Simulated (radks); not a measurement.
# The Coulomb parameter U of the 3d shell of Co

One table from this session's results is given with a row withheld; the runs are named, their logs left out.

Method: Dirac Kohn-Sham, LDA (Slater exchange, Perdew-Wang correlation), spin-unpolarised, spherical densities, finite nucleus; open shells are shared between the two j in proportion to 2j + 1. Code: radks (a radial shooting solver on a logarithmic mesh, Libxc functionals) version 1.

### The system

```
element            : cobalt (Z = 27)
charge             : 0
electrons          : 27
configuration      : [Ar] 3d6 4s2 4p1
nuclear rms radius : 3.7875 fm
```

Outer shells as boxes (Hund's rule):

Co
```
[Ar] core
3d [↑↓][↑ ][↑ ][↑ ][↑ ]
4s [↑↓]
4p [↑ ][  ][  ]
```

Set-up of the first run:

Settings of this run:

```text
Z 27
configuration [Ar] 3d6 4s2 4p1
relativity Dirac
functional lda,pw
spin unpolarised
j_filling average
nucleus finite rms 3.7875 fm
c 137.035999084
```

Among the steps run: Start: [Ar] 3d6 4s2 4p1.

One table of the session follows, with a row left open; its other results are not shown here.

Sizes of the orbitals, from the radial functions (bohr):

| level | <r> | outermost maximum (interpolated) | 90 % within | nodes |
| --- | --- | --- | --- | --- |
| 3s1/2 | 0.7702 | 0.668 | 1.15 | 2 |
| 3p1/2 | 0.8017 | 0.670 | 1.24 | 1 |
| 3p3/2 | 0.8112 | 0.678 | 1.25 | 1 |
| 3d3/2 | 0.9774 | 0.651 | 1.68 | 0 |
| 3d5/2 | 0.9825 | 0.654 | 1.69 | 0 |
| 4s1/2 | 2.618 | 2.15 | 3.97 | 3 |
| 4p1/2 | ? | ? | ? | ? |
| 4p3/2 | 3.620 | 2.79 | 5.69 | 2 |

Q: Estimate the row for 4p1/2 from the others.

**Answer.** <r>: 3.571; outermost maximum (interpolated): 2.76; 90 % within: 5.62; nodes: 2. In the column «<r>» it lies between 4s1/2 (2.618) and 4p3/2 (3.620).
